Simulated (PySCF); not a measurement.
**Er(OH)3(NH3): forces at shaken geometries**

How stiff is Er(OH)3(NH3)? Its atoms are displaced at random by several amounts. The structure is generated, not taken from experiment.

Program: PySCF 2.14.0. Level of theory: BP86, Er lcecp-1-SVP with ECP57, O def2-SVP, H def2-SVP, N def2-SVP; scalar-relativistic core potentials, no spin–orbit coupling. These are calculated values, not measurements.

5 further runs of the same task are left out: 2 for a known fault of the program, 3 that didn't finish.

## (1) The starting structure

11 atoms, charge 0, spin multiplicity 1.

Bond lengths: Er1–O2 2.050 Å, Er1–O4 2.051 Å, Er1–O6 2.050 Å, Er1–N8 2.485 Å, O2–H3 0.966 Å, O4–H5 0.967 Å, O6–H7 0.966 Å, N8–H9 1.031 Å, N8–H10 1.031 Å, N8–H11 1.031 Å. Angles: O2–Er1–O4 118.3°, O2–Er1–O6 118.3°, O2–Er1–N8 97.5°, O4–Er1–O6 118.4°, O4–Er1–N8 97.4°, O6–Er1–N8 97.6°, Er1–O2–H3 173.3°, Er1–O4–H5 172.5°, Er1–O6–H7 173.1°, Er1–N8–H9 112.0°, Er1–N8–H10 112.2°, Er1–N8–H11 112.0°, H9–N8–H10 106.8°, H9–N8–H11 106.8°, H10–N8–H11 106.8°.

Geometry (Å):

```xyz
11

Er    0.14399   -0.19253    0.23910
O     1.16548    1.30155    1.20101
H     1.70239    1.92390    1.70885
O    -1.40206   -1.10667    1.22858
H    -2.04376   -1.57795    1.77686
O     1.11079   -1.23805   -1.23567
H     1.62881   -1.77934   -1.84583
N    -1.23240    1.25675   -1.23678
H    -1.83320    1.89705   -0.69686
H    -0.65368    1.84312   -1.85622
H    -1.85596    0.70599   -1.84531
```

Formal oxidation states: Er +3. Each metal's 11 4f electrons lie in its core potential, so multiplicities, spins and levels count the valence alone. An earlier session relaxed this geometry at BP86, Er lcecp-1-SVP with ECP57, O def2-SVP, H def2-SVP, N def2-SVP (singlet, point group Cs).

Its energy there is -322.353303 Eh.

## (2) Atoms moved at random, σ = 0.06 Å

Contents of run.py (the lines that set the calculation):

```python
mol = gto.M(atom='''
Er     0.22226    -0.25330     0.37775
O      1.15819     1.25712     1.20491
H      1.79788     1.92808     1.75269
O     -1.43386    -1.00088     1.13997
H     -2.04436    -1.58845     1.73169
O      0.97744    -1.19906    -1.32913
H      1.55453    -1.86352    -1.84347
N     -1.12500     1.34765    -1.21636
H     -1.93700     1.87118    -0.62934
H     -0.61773     1.83917    -1.89127
H     -1.82193     0.69583    -1.85970''',
    basis={'Er': 'lcecp-1-SVP', 'O': 'def2-SVP', 'H': 'def2-SVP', 'N': 'def2-SVP'},
    ecp={'Er': 'lcecp-1-SVP'},
    charge=0, spin=0)
mf = dft.RKS(mol, xc='B88,P86')
mf.grids.atom_grid = (50, 194)  # f atoms: unpruned, at least (60, 302)
mf = mf.density_fit()  # fitting sets: Er AutoAux, O def2-universal-JKFIT, H def2-universal-JKFIT, N def2-universal-JKFIT
mf.conv_tol = 1e-08; mf.max_cycle = 55
mf.kernel(dm0)  # dm0: the density of the relaxed state
```

Launch:

```sh
$ OMP_NUM_THREADS=2 python run.py
```

## (3) Atoms moved at random, σ = 0.03 Å

Contents of run.py (the lines that set the calculation):

```python
mol = gto.M(atom='''
Er     0.11243    -0.20193     0.25663
O      1.09211     1.33241     1.16965
H      1.76113     1.92865     1.70686
O     -1.38192    -1.08562     1.26720
H     -2.02928    -1.59839     1.76935
O      1.14437    -1.22248    -1.23152
H      1.65451    -1.76252    -1.88767
N     -1.28266     1.22763    -1.23790
H     -1.78605     1.87104    -0.68914
H     -0.65600     1.85264    -1.84816
H     -1.89824     0.69238    -1.83757''',
    basis={'Er': 'lcecp-1-SVP', 'O': 'def2-SVP', 'H': 'def2-SVP', 'N': 'def2-SVP'},
    ecp={'Er': 'lcecp-1-SVP'},
    charge=0, spin=0)
mf = dft.RKS(mol, xc='B88,P86')
mf.grids.atom_grid = (50, 194)  # f atoms: unpruned, at least (60, 302)
mf = mf.density_fit()  # fitting sets: Er AutoAux, O def2-universal-JKFIT, H def2-universal-JKFIT, N def2-universal-JKFIT
mf.conv_tol = 1e-08; mf.max_cycle = 55
mf.kernel(dm0)  # dm0: the density of the relaxed state
```

## (4) Atoms moved at random, σ = 0.03 Å

Contents of run.py (the lines that set the calculation):

```python
mol = gto.M(atom='''
Er     0.10479    -0.18572     0.23609
O      1.10936     1.28093     1.19631
H      1.69334     1.92942     1.73702
O     -1.38862    -1.15421     1.18725
H     -2.02778    -1.51794     1.76981
O      1.12704    -1.27471    -1.27537
H      1.65089    -1.73640    -1.82289
N     -1.25334     1.27853    -1.19875
H     -1.82392     1.91068    -0.66703
H     -0.59026     1.82957    -1.83340
H     -1.87109     0.67365    -1.89129''',
    basis={'Er': 'lcecp-1-SVP', 'O': 'def2-SVP', 'H': 'def2-SVP', 'N': 'def2-SVP'},
    ecp={'Er': 'lcecp-1-SVP'},
    charge=0, spin=0)
mf = dft.RKS(mol, xc='B88,P86')
mf.grids.atom_grid = (50, 194)  # f atoms: unpruned, at least (60, 302)
mf = mf.density_fit()  # fitting sets: Er AutoAux, O def2-universal-JKFIT, H def2-universal-JKFIT, N def2-universal-JKFIT
mf.conv_tol = 1e-08; mf.max_cycle = 55
mf.kernel(dm0)  # dm0: the density of the relaxed state
```

Q: Predict the outcome of this session. Wanted: for each run, σ; energy rise; harmonic estimate −½ F·u; largest force component.

The runs gave:

| σ (Å) | energy rise (eV) | harmonic estimate −½ F·u (eV) | largest force component (eV/Å) |
| --- | --- | --- | --- |
| 0.06 | 1.382 | 1.310 | 5.73 |
| 0.03 | 0.292 | 0.289 | 2.86 |
| 0.03 | 0.538 | 0.535 | 4.07 |

Every displacement raises the energy. For a harmonic well the rise equals −½ F·u; the two differ by at most 5 % here (a move with σ = 0.06 Å), from anharmonicity, the grid and the small forces left at the relaxed point. The bases are small and lack diffuse functions. Spin–orbit coupling is left out.
